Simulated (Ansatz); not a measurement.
Task: a ladder of methods at one geometry of CH4F2GaO (charge -1), SMILES FC(F)[O][GaH3-], with Ansatz's Python interface. Give the script and its output. Level of theory (for the species named): r2SCAN, def2-SVP basis, multiplicity 1. The script varies functional: r2scan, r2scan0, lda, revpbe, b3lyp.

```yaml
atoms:
  - { symbol: F, position_ang: [1.5119, -0.9150, -0.8163] }
  - { symbol: C, position_ang: [1.2010, 0.3842, -0.4511] }
  - { symbol: F, position_ang: [2.3777, 1.0940, -0.3099] }
  - { symbol: O, position_ang: [0.5179, 0.3947, 0.7760] }
  - { symbol: Ga, position_ang: [-1.1809, -0.3050, 0.5586] }
  - { symbol: H, position_ang: [0.6044, 0.8719, -1.2540] }
  - { symbol: H, position_ang: [-1.0795, -1.8338, 0.0616] }
  - { symbol: H, position_ang: [-1.9899, 0.5636, -0.5303] }
  - { symbol: H, position_ang: [-1.9627, -0.2547, 1.9654] }
```

`ch4f2gao.py`
```python
"""One geometry of CH4F2GaO(-), method by method."""

from pathlib import Path

import ansatz as az
import numpy as np

GEOMETRY = """
F     1.51190   -0.91500   -0.81630
C     1.20100    0.38420   -0.45110
F     2.37770    1.09400   -0.30990
O     0.51790    0.39470    0.77600
Ga   -1.18090   -0.30500    0.55860
H     0.60440    0.87190   -1.25400
H    -1.07950   -1.83380    0.06160
H    -1.98990    0.56360   -0.53030
H    -1.96270   -0.25470    1.96540
"""


def main() -> None:
    mol = az.Crystal.molecule()
    for line in GEOMETRY.strip().splitlines():
        symbol, *xyz = line.split()
        mol = mol.atom(symbol, [float(v) for v in xyz])

    base = mol.calculation().basis(gaussian="def2-SVP").charge(-1)

    print("functional    E (Ha)        dipole (D)   HOMO (eV)  LUMO (eV)")
    for name in ["r2scan", "r2scan0", "lda", "revpbe", "b3lyp"]:
        rep = base.functional(name).forces().orbitals().run(threads=1, backend="cpu", runs_dir="runs").report
        lines = Path(rep["orbitals_path"]).read_text().splitlines()
        field_of = lambda key: [line.split("=")[1].strip() for line in lines if line.startswith(key)]
        orbitals = [(27.211386 * float(e), s, float(n)) for e, s, n in zip(field_of("Ene="), field_of("Spin="), field_of("Occup="))]
        homo = max(e for e, _, n in orbitals if n > 0.5)
        lumo = min(e for e, _, n in orbitals if n < 0.5)
        dipole = 4.803205 * np.linalg.norm(rep["charge_distribution"]["dipole_moment_e_ang"])
        print(f"{name:10s} {rep['free_energy_ev'] / 27.211386246:14.6f} {dipole:9.3f} {homo:11.3f} {lumo:10.3f}")


if __name__ == "__main__":
    main()
```

Running `python ch4f2gao.py` prints:
```text
functional    E (Ha)        dipole (D)   HOMO (eV)  LUMO (eV)
r2scan       -2239.700830     3.299      -1.241      5.726
r2scan0      -2239.630369     3.261      -2.479      6.309
lda          -2234.644740     3.230      -0.953      5.023
revpbe       -2239.599561     3.382      -0.822      5.427
b3lyp        -2239.900643     3.312      -1.991      5.830
```

The settings weren't tested for convergence. The geometry is a force-field or estimated start, not a minimum of this method, and the basis set is short of its limit. A lower total doesn't mark the better method: functionals have no common bound, and MP2 and coupled cluster aren't variational. An ion's dipole depends on the origin; the program takes it about the centre of nuclear charge. b3lyp holds the VWN-RPA fit, as in Gaussian; the form of ORCA and Turbomole is b3lyp5. Levels such as HOMO and LUMO are orbital energies: with these approximate functionals they aren't the ionisation energy and electron affinity, and their gap isn't the fundamental gap. Anions want diffuse functions, which this basis lacks. Run time: 27 s on 1 thread of Arm Neoverse V2, on a shared host, peak memory 0.33 GiB.
